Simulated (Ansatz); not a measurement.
Write a Python script for Ansatz 0.2.0, Python API that makes a single point in a Gaussian basis of CH₅OSn, SMILES C[O][SnH2]. Level of theory: Hartree-Fock, def2-SVPD basis, multiplicity 2.

```xyz
8

C    -0.3999    1.0748   -0.2561
O    -0.8596   -0.0027    0.4687
Sn    0.3095   -1.5088   -0.0477
H    -0.4761    0.9433   -1.3627
H     0.5995    1.3926   -0.0326
H    -1.1033    1.9918   -0.0077
H     2.0351   -1.0511    0.2539
H    -0.0131   -2.8970    0.9285
```

`ch5osn.py`:
```python
'''Single point of CH5OSn in a Gaussian basis.'''

from pathlib import Path

import ansatz
import numpy as np

GEOMETRY = '''
C    -0.39990    1.07480   -0.25610
O    -0.85960   -0.00270    0.46870
Sn    0.30950   -1.50880   -0.04770
H    -0.47610    0.94330   -1.36270
H     0.59950    1.39260   -0.03260
H    -1.10330    1.99180   -0.00770
H     2.03510   -1.05110    0.25390
H    -0.01310   -2.89700    0.92850
'''

geometry = ansatz.Crystal.molecule()
for line in GEOMETRY.strip().splitlines():
    symbol, *xyz = line.split()
    geometry = geometry.atom(symbol, [float(v) for v in xyz])

job = (
    geometry.calculation()
    .basis(gaussian='def2-SVPD')
    .functional('hf')
    .spin('collinear', total=1)
    .forces()
    .orbitals()
)
done = job.run(runs_dir='out')
data = done.report

for key in ('converged', 'free_energy_ev', 'reference_energy_ev', 'n_frozen', 'n_occupied', 'n_virtual'):
    print(f'{key:22s} {data[key]}')

field = data['mean_field']
print('<S^2> =', round(abs(field['state']['spin_squared']), 4), ' relativity:', field['relativity'])
print('passes:', field['passes'])
if 'symmetry' in field:
    print('occupied orbitals by irrep:', field['symmetry']['occupied'])

symbols = [site.symbol for site in geometry.cartesian_sites]
print('forces (eV/A)')
for symbol, f in zip(symbols, data['forces_ev_ang']):
    print(f'  {symbol:2s} {f[0]:9.4f} {f[1]:9.4f} {f[2]:9.4f}')

charges = data['charge_distribution']
print('dipole moment', round(4.803205 * float(np.linalg.norm(charges['dipole_moment_e_ang'])), 3), 'D')
print('Mulliken:', [(s, round(q, 3)) for s, q in zip(symbols, charges['mulliken_charges_e'])])

lines = Path(data['orbitals_path']).read_text().splitlines()
field_of = lambda key: [line.split('=')[1].strip() for line in lines if line.startswith(key)]
orbitals = [(27.211386 * float(e), s, float(n)) for e, s, n in zip(field_of('Ene='), field_of('Spin='), field_of('Occup='))]
homo = max(e for e, _, n in orbitals if n > 0.5)
lumo = min(e for e, _, n in orbitals if n < 0.5)
print(f'HOMO {homo:.3f} eV, LUMO {lumo:.3f} eV, gap {lumo - homo:.3f} eV')
```

Output of `python ch5osn.py`:
```text
converged              True
free_energy_ev         -8948.29562903088
reference_energy_ev    -8948.29562903088
n_frozen               0
n_occupied             [21, 20]
n_virtual              [94, 95]
<S^2> = 0.7561  relativity: none
passes: {'evaluations': 14, 'products': 33}
occupied orbitals by irrep: [{'A': 21}, {'A': 20}]
forces (eV/A)
  C    -3.2016    3.2504   -0.3558
  O     0.7776   -0.4791   -0.1987
  Sn    1.2003   -1.1296    0.3427
  H     0.0423   -0.0468    0.6502
  H     0.8043    0.0409    0.3490
  H     1.5581   -1.7287   -0.6016
  H    -1.0164   -0.0786   -0.1780
  H    -0.1646    0.1715   -0.0078
dipole moment 1.768 D
Mulliken: [('C', 0.439), ('O', -1.161), ('Sn', 0.914), ('H', 0.022), ('H', -0.077), ('H', 0.137), ('H', -0.155), ('H', -0.118)]
HOMO -8.990 eV, LUMO 0.221 eV, gap 9.211 eV
```

Notes:
- Total energies depend on the basis set; only differences at equal settings carry meaning.
- The geometry is a force-field or estimated start, not a minimum of this method, and the basis set is short of its limit.
- def2 sets replace the cores of elements past krypton by effective core potentials.
- The species is open-shell (spin multiplicity 2).
- Levels such as HOMO and LUMO are orbital energies: in Hartree-Fock the gap is too wide and the LUMO hangs on the basis.
- Mulliken charges are unreliable in a basis with diffuse functions.
- It ran for 3 s on 1 thread of AMD EPYC 9R45 96-Core Processor (Zen 5), on a shared host, peak memory 0.36 GiB.

(Lines on the test bed's own set-up are left out of the output.)
